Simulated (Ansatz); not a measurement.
**AlH₂Br: up Jacob's ladder to CCSD(T)**

Aim: compute AlH₂Br with functionals from several rungs and with coupled cluster. The yardstick is the atomisation energy at the CCSD(T) limit.

Method: functionals in def2-TZVPP, the program's frozen cores in correlated methods; program: Ansatz 0.2.0, Gaussian basis.

Plan: LDA (SPW92), PBE-D4, revPBE-D4, BLYP-D4, r2SCAN-D4, B97M-V, PBE0-D4, B3LYP-D4, r2SCANh-D4, r2SCAN0-D4, HSE06-D4, BHLYP-D4, CAM-B3LYP-D4, LC-ωPBE, ωB97X-V, ωB97M-V, B2PLYP, PBE-QIDH; CCSD(T)/def2-SVP; CCSD(T)/def2-TZVPP; CCSD(T)/def2-QZVPP; extrapolation to the limit; RPA on PBE.

## 1. The relaxed structure

All runs share one geometry, relaxed beforehand with PBE0-D4 in a triple-zeta def2 set.

SMILES `[AlH2][Br]`, 4 atoms, charge 0, spin multiplicity 1.

Atoms are counted from 1 here; the program's logs count them from 0.

Bond lengths: Al1–Br2 2.257 Å, Al1–H3 1.576 Å, Al1–H4 1.576 Å. Angles: Br2–Al1–H3 117.6°, Br2–Al1–H4 117.6°, H3–Al1–H4 124.9°.

## 2. LDA

This LDA is Slater exchange with PW92 correlation.

Input file in.yaml:

```yaml
crystal:
  periodic: [false, false, false]
  atoms:
    - {symbol: Al, position_ang: [-0.148307, -0.064707, -0.110329]}
    - {symbol: Br, position_ang: [1.684920, 0.496611, 1.079655]}
    - {symbol: H, position_ang: [-0.561559, -1.584842, -0.139186]}
    - {symbol: H, position_ang: [-0.919653, 1.092738, -0.850440]}
basis:
  gaussian: {orbitals: def2-TZVPP}
hamiltonian: {xc: lda}
output: {orbitals: {seedname: orbitals}}
```

Further steps of the session: PBE-D4 (GGA); revPBE-D4 (GGA); BLYP-D4 (GGA); r2SCAN-D4 (meta-GGA); B97M-V (meta-GGA); PBE0-D4 (hybrid); B3LYP-D4 (hybrid); r2SCANh-D4 (hybrid); r2SCAN0-D4 (hybrid); HSE06-D4 (hybrid); BHLYP-D4 (hybrid); CAM-B3LYP-D4 (range-separated); LC-ωPBE-D4 (range-separated); ωB97X-V (range-separated); ωB97M-V (range-separated); B2PLYP (double hybrid); PBE-QIDH (double hybrid); CCSD(T) in def2-SVP; CCSD(T) in def2-TZVPP; CCSD(T) in def2-QZVPP; RPA on PBE orbitals.

Before running them: what should the planned runs give, taken together? Wanted: atomisation energy, CCSD(T)/CBS; farthest beyond LDA; mean size of error, GGA; mean size of error, meta-GGA; mean size of error, hybrid; mean size of error, range-separated; mean size of error, double hybrid; gap, smallest and largest; T1 diagnostic.

As calculated:

| quantity | value |
| --- | --- |
| atomisation energy, CCSD(T)/CBS | 10.284 eV |
| functionals within 0.103 eV (1.0 %) | r2SCAN-D4, ωB97X-V |
| farthest beyond LDA | revPBE-D4 (-0.532 eV) |
| mean size of error, GGA | 0.444 eV |
| mean size of error, meta-GGA | 0.087 eV |
| mean size of error, hybrid | 0.255 eV |
| mean size of error, range-separated | 0.198 eV |
| mean size of error, double hybrid | 0.274 eV |
| gap, smallest and largest | 4.37 eV (LDA (SPW92)), 11.25 eV (LC-ωPBE) |
| T1 diagnostic | 0.0072 |
| triples share of the correlation energy | 2.9 % |

What this shows: LDA overbinds by 0.698 eV (7 %). PBE-D4 is off by -0.381 eV. Double hybrids carry the basis error of their MP2 part in triple zeta, and no dispersion term here, so their miss is partly the set-up's. Taken by rung, meta-GGA functionals do best (0.087 eV on average) and GGA ones worst beyond LDA (0.444 eV). The reference freezes the cores and leaves out relativity and excitations past (T), and its outer-core shells are covered unevenly, so misses under about 0.103 eV can't be ranked. All levels share the lack of spin-orbit coupling, which lowers the free heavy atoms and so the true binding. Hartree-Fock recovers 78 % of the binding; the rest is correlation. CCSD(T) in def2-SVP is off by -0.689 eV, so the small basis spoils what the method gains. Orbital gaps span 4.4 to 11.2 eV; exact exchange widens them. Correlated methods include outer-core shells of Br, which these sets cover unevenly.
